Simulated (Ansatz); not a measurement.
# MoHO (doublet): wave-function methods side by side, def2-TZVPP

One table from this session's results is given with a row withheld; the runs are named, their logs left out.

The runs use Ansatz 0.2.0, Gaussian basis; def2-TZVPP, core rule «outside noble gas», up to 5 orbitals frozen.

To be run: UHF; CCSD(T) on ROHF; CCSD(T) on UHF; CCSDT(Q) on ROHF; CCSDT(Q) on UHF; CASSCF and NEVPT2, 13 electrons in 11 orbitals.

5 further runs of the same task are left out: 1 for a known fault of the program, 1 that didn't finish, 3 set aside as unsound or not needed.

## The geometry

The geometry is a PBE0/def2-TZVP stationary point (not a proven minimum) of the parent state, kept for this charge and spin. No spin-orbit coupling is included. Elements past krypton take def2 core potentials.

3 atoms, charge 0, spin multiplicity 2.

Atoms are counted from 1 here; the program's logs count them from 0.

Bond lengths: Mo1–O2 1.664 Å, Mo1–H3 1.736 Å. Angles: O2–Mo1–H3 119.1°.

Set-up of the first run:

in.yaml

```yaml
crystal:
  periodic: [false, false, false]
  atoms:
    - {symbol: Mo, position_ang: [0.000000, -0.034652, 0.225883]}
    - {symbol: O, position_ang: [0.000000, 0.119816, -1.430599]}
    - {symbol: H, position_ang: [0.000000, 1.396431, 1.207924]}
basis:
  gaussian: {orbitals: def2-TZVPP}
magnetization: {spin_polarized: true, initial_magnetization: 1}
hamiltonian: {xc: hf}
output: {orbitals: {seedname: orbitals}}
```

On the command line:

```
ansatz run in.yaml --threads 1 --pin off --events-out ev --progress --plain --max-ram 4096MiB --backend cpu
```

Among the steps run: UHF; CCSD(T) on ROHF; CCSD(T) on UHF; CCSDT(Q) on ROHF; CCSDT(Q) on UHF; CASSCF and NEVPT2, 13 electrons in 11 orbitals.

One of the session's tables, all rows but one given; the rest of the session is left out.

It belongs to the step «Misses and costs». 

| method | from RCCSDT(Q) (meV) |
| --- | --- |
| ROHF | +12819.9 |
| UHF | +12259.0 |
| RMP2 | +346.5 |
| UMP2 | +276.4 |
| RCCSD | +854.9 |
| UCCSD | +580.8 |
| RCCSD(T) | ? |
| UCCSD(T) | -302.7 |
| RCCSDT | -14.6 |
| UCCSDT | -468.0 |
| RCCSDT(Q) | 0 |
| UCCSDT(Q) | -611.1 |
| CASSCF valence | +8374.1 |
| NEVPT2 valence | +1563.5 |

Q: Estimate the row for RCCSD(T) from the others.

**Answer.** from RCCSDT(Q) (meV): -7.0. In the column «from RCCSDT(Q) (meV)» it lies between RCCSDT (-14.6) and RCCSDT(Q) (0).

The program flags UCCSD(T), UCCSDT(Q) as in doubt (see the logs), so those rows may rest on another solution; read them beside their warnings.

Caveats from the session: The determinant is far from a pure spin state, so its energy mixes those of several spin states (harmless only where they are near-degenerate, as at dissociation). The program flags UCCSD(T), UCCSDT(Q) as in doubt, so those rows may rest on another solution; read them beside their warnings. Restricted and unrestricted rows rest on different reference determinants; where their highest levels disagree by more than a few hundredths of an eV, they describe different states and don't form one ladder.
